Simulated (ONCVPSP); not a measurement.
# Technetium: generating and testing an ONCV potential

Do these settings give a usable potential? It is generated, then checked for transferability, scattering, ghosts and hardness.

Program: ONCVPSP 4.0.1. Reference atom: PBE, scalar-relativistic, spherical and spin-unpolarised. All values are calculated.

## 1. The atom and the settings

Typed settings, in words:

- element: technetium (Tc, Z = 43)
- type: optimised norm-conserving Vanderbilt (ONCV)
- frozen core: [Ar] 3d10
- valence charge: 15
- reference configuration: 4s2 4p6 4d5 5s2
- partial waves: 4s+5s: rc 1.75 bohr, ncon 4, nbas 8, qcut 6 1/bohr, 2 projectors; 4p: rc 1.20 bohr, ncon 4, nbas 7, qcut 6.9 1/bohr, 2 projectors, debl 0.7 Ha; 4d: rc 1.45 bohr, ncon 3, nbas 7, qcut 6.5 1/bohr, 2 projectors, debl 2.3 Ha
- local potential: polynomial inside 0.75 bohr (lpopt 5, dvloc0 3 Ha)
- core correction: Teter function, fcfact 2.25, rcfact 1.4

The outer shells as boxes (Hund's rule for the drawing; the calculation is spin-unpolarised):

```
[Ar] core
3d [↑↓][↑↓][↑↓][↑↓][↑↓]
4s [↑↓]
4p [↑↓][↑↓][↑↓]
4d [↑ ][↑ ][↑ ][↑ ][↑ ]
5s [↑↓]
```

An earlier all-electron run gives the scale for the radii.

All-electron outer shells of the reference configuration (PBE, scalar-relativistic, ld1.x):

| shell | level (eV) | outermost node (bohr) | outermost maximum (bohr) |
| --- | --- | --- | --- |
| 3d | -249.88 | – | 0.31 |
| 4s | -73.38 | 0.50 | 0.95 |
| 4p | -45.34 | 0.51 | 1.03 |
| 4d | -6.66 | 0.50 | 1.27 |
| 5s | -5.04 | 1.28 | 2.72 |
| 5p | -1.40 | 1.45 | 3.67 |

## 2. Generation

File Tc.dat:

```
# ATOM AND REFERENCE CONFIGURATION
# atsym  z   nc   nv     iexc    psfile
  Tc 43.00    6    4        4      upf
#
#   n    l    f
    1    0    2.00
    2    0    2.00
    2    1    6.00
    3    0    2.00
    3    1    6.00
    3    2   10.00
    4    0    2.00
    4    1    6.00
    4    2    5.00
    5    0    2.00
#
# PSEUDOPOTENTIAL AND OPTIMIZATION
# lmax
    2
#
#   l,   rc,      ep,       ncon, nbas, qcut
    0    1.75    0.00    4    8    6.00
    1    1.20    0.00    4    7    6.90
    2    1.45    0.00    3    7    6.50
#
# LOCAL POTENTIAL
# lloc, lpopt,  rc(5),   dvloc0
    4    5    0.75    3.00
#
# VANDERBILT-KLEINMAN-BYLANDER PROJECTORs
# l, nproj, debl
    0    2    1.30
    1    2    0.70
    2    2    2.30
#
# MODEL CORE CHARGE
# icmod, fcfact, rcfact
    3    2.25    1.40
#
# LOG DERIVATIVE ANALYSIS
# epsh1, epsh2, depsh
   -4.00    5.00    0.02
#
# OUTPUT GRID
# rlmax, drl
    6.00    0.01
#
# TEST CONFIGURATIONS
# ncnf
    4
# nvcnf
#   n    l    f
    4
    4    0    2.00
    4    1    6.00
    4    2    5.00
    5    0    1.00
#
    4
    4    0    2.00
    4    1    6.00
    4    2    5.00
    5    0    0.00
#
    4
    4    0    2.00
    4    1    6.00
    4    2    4.00
    5    0    0.00
#
    5
    4    0    2.00
    4    1    6.00
    4    2    5.00
    5    0    0.00
    5    1    2.00
#
```

Command:

```console
$ oncvpsp.x < Tc.dat > Tc.out
```

Q: Predict the outcome of this session. Wanted: cutoffs for 1 and 0.1 mHa per electron, occupied waves; bound ghosts; GHOST(+) flags; largest test error; largest phase difference near zero energy, channels read; rms error of d²Exc/dn², without and with the model core; projector energies reset by the program.

The runs gave:

| quantity | value |
| --- | --- |
| cutoffs for 1 and 0.1 mHa per electron, occupied waves | 74 Ha and 100 Ha |
| bound ghosts | s at -101.05 eV |
| GHOST(+) flags | none at low energy |
| largest test error (AE − PS) | -11 meV, for 4s2 4p6 4d5 5s0 |
| largest phase difference near zero energy, channels read | 0.000 rad |
| rms error of d²Exc/dn², without and with the model core | 3.11 and 0.85 mHa |
| projector energies reset by the program | p: -1.666, 0.250 Ha |

What this shows: It has a bound ghost (s), a state that the atom doesn't have, and that rules the file out. By total energies transferability is good: the largest error is 11 meV on 23.0 eV, for 4s2 4p6 4d5 5s0. Atomic tests can pass in spite of a ghost, since they solve only for the levels asked. It counts as very hard, with 74 Ha needed at the looser tolerance. At the looser tolerance the 4p wave is the slowest; 4d needs 20 Ha. Near zero energy the phases of the channels with partial waves agree within 0.001 rad. The pseudo curves have a pole with no partner nearby in the atom's: s at -3.70 Ha.
